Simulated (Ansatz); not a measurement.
**HfN (Fm-3m): all-electron equation of state in Python**

Wanted for HfN (Fm-3m): an all-electron equation of state.

Computed with Ansatz 0.2.0, driven from Python. Level of theory: DFT PBE, all-electron LAPW.

### Step 1. Starting point

Symmetry: Fm-3m, No. 225, cubic system. The conventional cell has a = 4.512 Å, b = 4.512 Å, c = 4.512 Å, α = 90.00°, β = 90.00°, γ = 90.00°. Hf (site symmetry m-3m) is surrounded by 6 N at 2.26 Å. Around N (site symmetry m-3m) lie 6 Hf at 2.26 Å.

No structure file is read: the coordinates are typed or built in the script.

### Step 2. Script

The input, eos_lapw_hfn.py:

```python
"""All-electron equation of state of HfN."""

from dataclasses import dataclass

import ansatz as az
from ase.eos import EquationOfState
from ase.units import GPa
import numpy as np


@dataclass(frozen=True)
class RunConfig:
    filling: str = "gaussian"
    xc: str = "pbe"
    kgrid: tuple[int, ...] = (11, 11, 11)


settings = RunConfig()

VECTORS = np.array([
    [0.0, 2.256, 2.256],
    [2.256, 0.0, 2.256],
    [2.256, 2.256, 0.0],
])
SITES = [
    ("Hf", (0.0, 0.0, 0.0)),
    ("N", (0.5, 0.5, 0.5)),
]


def build(cell):
    crystal = az.Crystal(lattice=az.Lattice.of(cell))
    for symbol, position in SITES:
        crystal = crystal.atom(symbol, position)
    return crystal


def main() -> None:
    volumes, energies = [], []
    for scale in np.linspace(0.92, 1.08, 5):
        cell = VECTORS * scale ** (1 / 3)
        base = (
            build(cell).calculation()
            .occupations(settings.filling)
            .functional(settings.xc)
            .kpoints(*settings.kgrid)
            .pseudopotentials("all_electron", lapw=True, basis_error=0.002)
        )
        summary = base.run(threads=1, pin="off").report
        volumes.append(abs(np.linalg.det(cell)) / len(SITES))
        energies.append(summary["free_energy_ev"] / len(SITES))
        print(f"{scale:.3f} {volumes[-1]:9.4f} A^3/atom {energies[-1]:16.5f} eV/atom  (estimated basis error {1000 * summary['lapw_basis_errors']['total_ev_per_atom']:.2f} meV/atom)")
    v0, e0, bulk = EquationOfState(volumes, energies, eos="birchmurnaghan").fit()
    print(f"V0 = {v0:.4f} A^3/atom, B0 = {bulk / GPa:.1f} GPa")


if __name__ == "__main__":
    main()
```

### Step 3. What the engine is handed

The package turns the script's settings into the engine's input (first run):

```yaml
crystal:
  lattice:
    - [0.0, 2.194160391949739, 2.194160391949739]
    - [2.194160391949739, 0.0, 2.194160391949739]
    - [2.194160391949739, 2.194160391949739, 0.0]
  atoms:
    - { symbol: Hf, position: [0.0, 0.0, 0.0] }
    - { symbol: "N", position: [0.5, 0.5, 0.5] }
kpoints:
  mp_grid:
    grid: [11, 11, 11]
hamiltonian:
  xc: pbe
  pseudopotentials:
    kind: all_electron
    lapw:
      basis_error: 0.002
scf:
  occupations:
    method: gaussian
```

### Step 4. Running it

Run with:

```
$ python eos_lapw_hfn.py
```

**Question.** Where does the minimum lie against the volume typed, and how stiff is the crystal?

The runs gave:

| quantity | value |
| --- | --- |
| runs compared | 5 |
| range of energy | 119.08 meV/atom |
| lowest point, volume (Å³/atom) | 11.941 |
| equilibrium volume (fit) | 11.76 Å³/atom |
| bulk modulus (fit) | 263 GPa |

In words: A third-order Birch-Murnaghan fit through the 5 points has its minimum at 11.76 Å³ an atom, 2.4 % above the typed cell, with a bulk modulus of 263 GPa and dB/dP = 4.3. From that minimum the energy rises by 121.2 meV an atom on the compressed side and 25.9 meV on the expanded side. Reading the output:
- All-electron totals depend on functional, relativistic treatment and basis; only differences at equal settings carry meaning.
- The run is spin-unpolarised.
- For a metal this k-point mesh is coarse: on a finer one energies can move by several to tens of meV an atom and pressures by half a GPa or more, differences at one mesh by less.
- Spin-orbit coupling, which matters for elements this heavy, is left out.
